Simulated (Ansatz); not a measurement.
# BClH3NS: the cost of one run

Program: the Python package of Ansatz 0.2.0. Level of theory: PBE0/cc-pVDZ. These are calculated values, not measurements.

### Step 1. Starting point

Bond lengths: N1–B2 1.471 Å, B2–S3 1.854 Å, B2–Cl4 1.797 Å, N1–H5 1.027 Å, N1–H6 1.070 Å, S3–H7 1.441 Å. Angles: N1–B2–S3 119.0°, N1–B2–Cl4 122.0°, S3–B2–Cl4 118.9°, B2–N1–H5 111.8°, B2–N1–H6 110.3°, H5–N1–H6 107.7°, B2–S3–H7 93.6°.

No structure file is read: the coordinates are typed or built in the script.

### Step 2. The script

The input, bclh3ns_bend.py:

```python
import ansatz as az
from ase import Atoms


def main() -> None:
    atoms = Atoms(["N", "B", "S", "Cl", "H", "H", "H"], positions=[
        [-0.5499, 1.0408, -0.2457],
        [-0.3743, -0.4144, -0.1225],
        [0.8311, -1.0714, 1.1235],
        [-1.2255, -1.5721, -1.2022],
        [0.33, 1.5115, -0.4883],
        [-0.8948, 1.4531, 0.6791],
        [1.9445, -1.0155, 0.2104],
    ])

    first = (
        az.Crystal.molecule_from_ase(atoms).calculation()
        .basis(gaussian="cc-pVDZ")
        .functional("pbe0")
        .relax(force_tolerance=0.02, max_steps=80)
    )
    atoms.positions = first.run(threads=1, pin="off").report["positions_ang"]

    rows = []
    for angle in [90, 100, 110, 120, 135, 150, 165, 179]:
        bent = atoms.copy()
        bent.set_angle(1, 2, 6, angle, indices=[6])
        setup = (
            az.Crystal.molecule_from_ase(bent).calculation()
            .basis(gaussian="cc-pVDZ")
            .functional("pbe0")
        )
        rows.append((angle, setup.run(threads=1, pin="off").report["free_energy_ev"]))
    floor = min(e for _, e in rows)
    for angle, e in rows:
        print(f"angle B1-S2-H6 = {angle:3d} deg   {1000 * (e - floor):9.1f} meV")


if __name__ == "__main__":
    main()
```

### Step 3. The run

Command:

```
> python bclh3ns_bend.py
```

What time and memory should one allow on 1 thread of Arm Neoverse V1, shared host?

About 91 s, with a peak of 0.23 GiB.
